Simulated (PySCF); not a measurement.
# C8H12CrNO6 ([CrN(hiba)2]2-): the cost of one run

Programs: PySCF 2.14.0, with routines of our own; each step states its level. All values are computed. Atoms count from 0.

## 1. The starting structure

28 atoms, charge -2, multiplicity 2; geometry from: GFN2-xTB.

## 2. Open-shell or spin-flip excitations: unrestricted TDA B3LYP/def2-SVP Cr:def2-TZVP in water

Job settings and geometry (Å):

```
{"job": {"kind": "uabs", "xc": "B3LYP", "basis": {"default": "def2-SVP", "Cr": "def2-TZVP"}, "nstates": 15, "tda": true, "pol": false, "solvent": "water"}, "charge": -2, "multiplicity": 2}
Cr     0.001870     0.000570     0.701110
N      0.005900     0.000880     2.331140
O      1.758910     0.085410    -0.052220
C      2.393270     1.315870    -0.125200
C      3.256090     1.424330    -1.396500
C      3.247660     1.585860     1.132740
C      1.294930     2.409540    -0.138430
O      1.551770     3.571720    -0.486060
O      0.147870     2.017600     0.236000
H      3.570990     2.456810    -1.521430
H      2.659750     1.122830    -2.256720
H      4.117290     0.766720    -1.313650
H      4.062680     0.867720     1.178660
H      3.631350     2.602630     1.105360
H      2.600720     1.448310     2.000520
O     -1.759350    -0.085020    -0.043060
C     -2.394030    -1.315750    -0.109270
C     -3.267430    -1.426070    -1.373090
C     -3.237690    -1.584950     1.156090
C     -1.295460    -2.409020    -0.130100
O     -1.554060    -3.571320    -0.476020
O     -0.146210    -2.016640     0.237070
H     -3.581790    -2.459090    -1.494930
H     -2.679080    -1.123880    -2.238520
H     -4.128960    -0.769830    -1.282970
H     -4.052420    -0.866940     1.208450
H     -3.621320    -2.601860     1.132950
H     -2.583230    -1.446440     2.018090
```

With the program's defaults for keys left out, this is: unrestricted TDA B3LYP/def2-SVP Cr:def2-TZVP, vertical, IEF-PCM water (non-equilibrium linear response), core orbitals frozen in the response.

Command:

```sh
> OMP_NUM_THREADS=4 python excited_run.py task.json out
```

One launch serves the whole session: the jobs run in the order shown.

**Question.** How long does this first job take on 4 threads of Arm Neoverse V2, shared host, and how much memory does it need?

About 7.1 min, with a peak of 2.3 GiB.
